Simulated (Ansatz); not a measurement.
# InH2F (SMILES [H][In]([H])[F]): levels of theory compared

We compute a comparison of 6 runs (BHLYP/STO-3G, PBE0/STO-3G, UMP2/STO-3G, BCCD(T)/STO-3G, CCSDT(Q)/STO-3G, UCCSD(T)/STO-3G) of InH2F. 

The calculation is run with Ansatz 0.2.0.

58 further runs of the same task are left out: 2 that didn't finish, 56 set aside as unsound or not needed.

### 1 Starting point

InH2F: 4 atoms, total charge 0, spin state singlet. SMILES: `[H][In]([H])[F]`. The H3–In1 distance was set to 3.383 Å, away from the relaxed value. At this shape a bond of the SMILES string is far longer than usual.

Bond lengths: In1–F4 1.946 Å, In1–H2 1.693 Å. Angles: H2–In1–F4 114.4°.

### 2 The energy at BHLYP/STO-3G (run 1)

run.yaml reads:

```yaml
crystal:
  periodic: [false, false, false]
  atoms:
    - {symbol: In, position_ang: [1.029801, -1.274681, 0.018480]}
    - {symbol: H, position_ang: [2.711821, -1.465781, 0.032250]}
    - {symbol: H, position_ang: [-0.891440, 1.509340, -0.018860]}
    - {symbol: F, position_ang: [0.031681, -2.944921, 0.024130]}
basis:
  gaussian:
    orbitals: STO-3G
hamiltonian:
  xc: {name: BHLYP}
accuracy: high
```

The run is started by

```bash
$ ansatz run run.yaml --threads 1 --pin off --max-ram 2610MiB --events-out events.jsonl --progress --plain --runs-dir runs
```

Log:

```text
Warning: RAYON_NUM_THREADS=1 ignored (pool sized by the plan → 1); use --threads N
Functional definition: BHLYP
  name "BHLYP"
  parameter a = 0.5
  exchange = (1 - a)*b88_x + a*exact_x
  correlation = lyp_c
614 factors; integrals over basis functions are off by at most 4.8e-9 eV
mean field evaluation 1: about -157394.1949 eV, gradient 2.2e1 eV
mean field evaluation 2: about -157385.4152 eV, gradient 4.3e1 eV
mean field evaluation 4: about -157400.1661 eV, gradient 4.6e0 eV
mean field evaluation 8: about -157400.2893 eV, gradient 4.2e-1 eV
mean field evaluation 16: about -157400.2907 eV, gradient 5.4e-5 eV
mean field -157400.29071637 eV, -5784.3539940778 hartree, gradient 4.9e-8 eV, S^2 0.000000; 0 other end points of the search recorded, 0 dependent functions left out
reference -157400.29073551 eV, -5784.3539947810 hartree; 30, 30 occupied and 4, 4 virtual orbitals, 614 factors
Total energy: -157400.29073551 eV, -5784.3539947810 hartree
```

It took 1.6 s on 1 thread of Arm Neoverse V2, shared host; peak memory 0.11 GiB.

### 3 A single-point energy at PBE0/STO-3G (run 2)

job.yaml reads:

```yaml
crystal:
  periodic: [false, false, false]
  atoms:
    - {symbol: In, position_ang: [1.029801, -1.274681, 0.018480]}
    - {symbol: H, position_ang: [2.711821, -1.465781, 0.032250]}
    - {symbol: H, position_ang: [-0.891440, 1.509340, -0.018860]}
    - {symbol: F, position_ang: [0.031681, -2.944921, 0.024130]}
basis:
  gaussian:
    orbitals: STO-3G
hamiltonian:
  xc: pbe0
accuracy: high
```

The run is started by

```bash
$ ansatz run job.yaml --threads 1 --pin off --max-ram 2610MiB --events-out events.jsonl --progress --plain --runs-dir runs
```

Log:

```text
Warning: RAYON_NUM_THREADS=1 ignored (pool sized by the plan → 1); use --threads N
Functional definition: PBE0
  name "PBE0"
  parameter a = 0.25
  parameter kappa = 0.804
  parameter beta = 0.06672455060314922
  exchange = (1 - a)*pbe_x(kappa = kappa, mu = beta*pi^2/3) + a*exact_x
  correlation = pbe_c(beta = beta)
614 factors; integrals over basis functions are off by at most 4.8e-9 eV
mean field evaluation 1: about -157379.9918 eV, gradient 2.5e1 eV
mean field evaluation 2: about -157360.3811 eV, gradient 7.4e1 eV
mean field evaluation 4: about -157381.4215 eV, gradient 1.9e1 eV
mean field evaluation 8: about -157384.7145 eV, gradient 1.4e1 eV
mean field evaluation 16: about -157387.0175 eV, gradient 4.2e-6 eV
mean field -157387.01748197 eV, -5783.8662117105 hartree, gradient 7.1e-8 eV, S^2 0.000000; 0 other end points of the search recorded, 0 dependent functions left out
reference -157387.01748340 eV, -5783.8662117629 hartree; 30, 30 occupied and 4, 4 virtual orbitals, 614 factors
Total energy: -157387.01748340 eV, -5783.8662117629 hartree
```

It took 1.8 s on 1 thread of Arm Neoverse V2, shared host; peak memory 0.11 GiB.

Runs 3 to 4 aren't shown in full; the table further down has their settings and results.

### 4 A single-point energy at CCSDT(Q)/STO-3G (run 5)

molecule.yaml reads:

```yaml
crystal:
  periodic: [false, false, false]
  atoms:
    - {symbol: In, position_ang: [1.029801, -1.274681, 0.018480]}
    - {symbol: H, position_ang: [2.711821, -1.465781, 0.032250]}
    - {symbol: H, position_ang: [-0.891440, 1.509340, -0.018860]}
    - {symbol: F, position_ang: [0.031681, -2.944921, 0.024130]}
basis:
  gaussian:
    orbitals: STO-3G
correlation:
  method: ccsdt_q
  frozen_orbitals: {F: 1, H: 0, In: 18}
accuracy: high
scf:
  omitted_lower_state_checks: [cluster_reference, increment]
```

The run is started by

```bash
$ ansatz run molecule.yaml --threads 1 --pin off --max-ram 2610MiB --events-out events.jsonl --progress --plain --runs-dir runs
```

Log:

```text
Warning: RAYON_NUM_THREADS=1 ignored (pool sized by the plan → 1); use --threads N
[... 12 lines left out ...]
19 core orbitals not correlated: weight in the atoms' cores, before any rotation towards them, 1.000 or more for the frozen orbitals, at most 0.000 for the correlated occupied ones
[... 43 lines left out ...]
WARN: these amplitudes may be one of several solutions (largest doubles amplitude 0.72, level shift 7.79 eV)
Total energy: -157335.72778527 eV, -5781.9813501219 hartree
Checks for a lower state left out: cluster_reference, increment
```

Run time: 0.9 s. Hardware: 1 thread of Arm Neoverse V2, shared host.

### 5 A single-point energy at UCCSD(T)/STO-3G (run 6)

run.yaml reads:

```yaml
crystal:
  periodic: [false, false, false]
  atoms:
    - symbol: In
      position_ang: [1.029801, -1.274681, 0.018480]
    - symbol: H
      position_ang: [2.711821, -1.465781, 0.032250]
    - symbol: H
      position_ang: [-0.891440, 1.509340, -0.018860]
    - symbol: F
      position_ang: [0.031681, -2.944921, 0.024130]
basis:
  gaussian:
    orbitals: STO-3G
magnetization:
  spin_polarized: true
accuracy: high
scf:
  omitted_lower_state_checks: [cluster_reference, increment]
correlation:
  method: ccsd_t
  frozen_orbitals: {F: 1, H: 0, In: 18}
```

The run is started by

```bash
$ ansatz run run.yaml --threads 1 --pin off --max-ram 2610MiB --events-out events.jsonl --progress --plain --runs-dir runs
```

Log:

```text
Warning: RAYON_NUM_THREADS=1 ignored (pool sized by the plan → 1); use --threads N
[... 14 lines left out ...]
19 core orbitals not correlated: weight in the atoms' cores, before any rotation towards them, 1.000 or more for the frozen orbitals, at most 0.000 for the correlated occupied ones
[... 40 lines left out ...]
Total energy: -157335.58020511 eV, -5781.9759266511 hartree
Checks for a lower state left out: cluster_reference, increment
```

Wall time 1.6 s (1 thread of Arm Neoverse V2, shared host); peak memory 0.11 GiB.

### 6 Overview of the runs

```csv
run,level,frozen core orbitals,energy (Eh),wall time
1,BHLYP/STO-3G,–,-5784.353995,1.6 s
2,PBE0/STO-3G,–,-5783.866212,1.8 s
3,UMP2/STO-3G,19,-5781.954261,1.2 s
4,BCCD(T)/STO-3G,19,-5781.979083,0.62 s
5,CCSDT(Q)/STO-3G,19,-5781.981350,0.9 s
6,UCCSD(T)/STO-3G,19,-5781.975927,1.6 s
```

### 7 What came out

```
                                           quantity           value
                                run 6: total energy  -5781.97593 Eh
run 6: correlation energy (19 core orbitals frozen)       -63.5 mEh
                              run 6: (T) correction       -6.66 mEh
           run 6: ⟨S²⟩ of the reference determinant           0.974
                               run 6: T1 diagnostic           0.023
```

Totals of different functionals can't be ranked against each other. In runs 4, 5 the log says that unrestricted orbitals would lower the reference, so the values rest on an unstable closed-shell determinant (other closed-shell runs at this shape may share the fault). In runs 1, 2, 3, 4, 5, 6 the basis is minimal, so the values are rough. In runs 1, 2, 3, 4, 5, 6 relativity is left out where basis or elements ask for it. Spin contamination of the reference: run 3 ⟨S²⟩ = 0.97, run 6 ⟨S²⟩ = 0.97. Where it is this large, the reference is a mixture of spin states, and values that rest on it are in doubt. All runs together took 7.6 s, the longest 1.8 s.
